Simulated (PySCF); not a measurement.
**Li⁺, Li²⁺: ionisation energy in aug-cc-pVDZ-DK**

Wanted: the ionisation energy of lithium, up a ladder of methods.

Program: PySCF 2.14.0. Level of theory: unrestricted determinants in a Gaussian basis, no spin-orbit coupling in the energies. These are calculated values, not measurements, unless marked.

### Step 1. The atom as given

* Element: lithium (Z = 3)
* Basis: aug-cc-pVDZ-DK (4s3p2d, 23 functions)
* Hamiltonian: the spin-free X2C one-electron Hamiltonian (Gaussian nucleus)
* State 1: Li⁺: 1s2, closed-shell 1S
* State 2: Li²⁺: 1s1, 2S determinant
* Methods: UHF, PBE0, M06-L, MP2, CCSD(T)
* Core shells frozen in the correlated runs: valence: nothing (for Li⁺)

Outer shells as boxes (Hund's rule):

Li+ 1s2
```
1s [↑↓]
```

Li2+ 1s1
```
1s [↑ ]
```

One driver process ran all states and methods and kept the integrals in memory. Each run is shown as a PySCF script that sums up its settings (the driver passes frozen orbitals as a list and adds second-order terms of double hybrids); the logs are those of the runs themselves. The driver starts from symmetry-adapted Hartree-Fock orbitals, holds the occupation by maximum overlap and uses a logarithmic radial grid for functionals, so a plain start would take other cycles.

It was started by

```sh
$ OMP_NUM_THREADS=1 python atomrun2.py TASK.json OUT
```

The integrals over 23 functions and the set-up took 0.05 s of CPU time.

### Step 2. Li⁺

UHF:

input.py reads:

```python
from pyscf import gto, scf, dft, mp, cc
import basis_set_exchange as bse
mol = gto.M(atom="Li 0 0 0", charge=1, spin=0, symmetry="D2h",
            basis=gto.basis.parse(bse.get_basis("aug-cc-pVDZ-DK", elements=["Li"], fmt="nwchem", header=False)),
            nucmod="G")
mf = scf.UHF(mol).sfx2c1e()
mf.irrep_nelec = {'Ag': (1, 1)}
mf.kernel()
```

PBE0:

input.py, as changed from the run before:

```diff
@@ -5,3 +5,3 @@
             nucmod="G")
-mf = scf.UHF(mol).sfx2c1e()
+mf = dft.UKS(mol, xc="PBE0").sfx2c1e()
 mf.irrep_nelec = {'Ag': (1, 1)}
```

M06-L:

input.py, as changed from the run before:

```diff
@@ -5,3 +5,3 @@
             nucmod="G")
-mf = dft.UKS(mol, xc="PBE0").sfx2c1e()
+mf = dft.UKS(mol, xc="M06L").sfx2c1e()
 mf.irrep_nelec = {'Ag': (1, 1)}
```

MP2 (valence):

input.py, as changed from the run before:

```diff
@@ -5,4 +5,5 @@
             nucmod="G")
-mf = dft.UKS(mol, xc="M06L").sfx2c1e()
+mf = scf.UHF(mol).sfx2c1e()
 mf.irrep_nelec = {'Ag': (1, 1)}
 mf.kernel()
+mp.UMP2(mf, frozen=0).kernel()
```

CCSD(T) (valence):

input.py, as changed from the run before:

```diff
@@ -8,2 +8,3 @@
 mf.kernel()
-mp.UMP2(mf, frozen=0).kernel()
+mycc = cc.CCSD(mf, frozen=0).run()
+mycc.ccsd_t()
```

### Step 3. Li²⁺, method by method

UHF:

input.py reads:

```python
from pyscf import gto, scf, dft, mp, cc
import basis_set_exchange as bse
mol = gto.M(atom="Li 0 0 0", charge=2, spin=1, symmetry="D2h",
            basis=gto.basis.parse(bse.get_basis("aug-cc-pVDZ-DK", elements=["Li"], fmt="nwchem", header=False)),
            nucmod="G")
mf = scf.UHF(mol).sfx2c1e()
mf.irrep_nelec = {'Ag': (1, 0)}
mf.kernel()
```

PBE0:

input.py, as changed from the run before:

```diff
@@ -5,3 +5,3 @@
             nucmod="G")
-mf = scf.UHF(mol).sfx2c1e()
+mf = dft.UKS(mol, xc="PBE0").sfx2c1e()
 mf.irrep_nelec = {'Ag': (1, 0)}
```

M06-L:

input.py, as changed from the run before:

```diff
@@ -5,3 +5,3 @@
             nucmod="G")
-mf = dft.UKS(mol, xc="PBE0").sfx2c1e()
+mf = dft.UKS(mol, xc="M06L").sfx2c1e()
 mf.irrep_nelec = {'Ag': (1, 0)}
```

What does the calculation give?

**Answer**, as computed:

| quantity | value |
| --- | --- |
| ionisation energy, Li⁺ | UHF 75.837, FCI (valence) 75.840 eV; reference 75.640 |

Accuracy against cost (mean over 1 difference):

```
           method  mean absolute miss against FCI (valence) (eV)  CPU time, both states (s)
              UHF                                          0.003                       0.12
             PBE0                                          0.827                       0.12
            M06-L                                          1.483                       0.16
    MP2 (valence)                                          0.000                           
SCS-MP2 (valence)                                          0.001                           
   CCSD (valence)                                          0.000                           
CCSD(T) (valence)                                          0.000                           
  CCSDT (valence)                                          0.000                           
    FCI (valence)                                          0.000
```

In words: The methods span 1.486 eV, from UHF (75.837) to M06-L (77.322). The reference is uncertain or not like for like (spin-orbit coupling or other relativistic terms), so no ranking of close methods is drawn. The basis is finite, and no extrapolation was made.
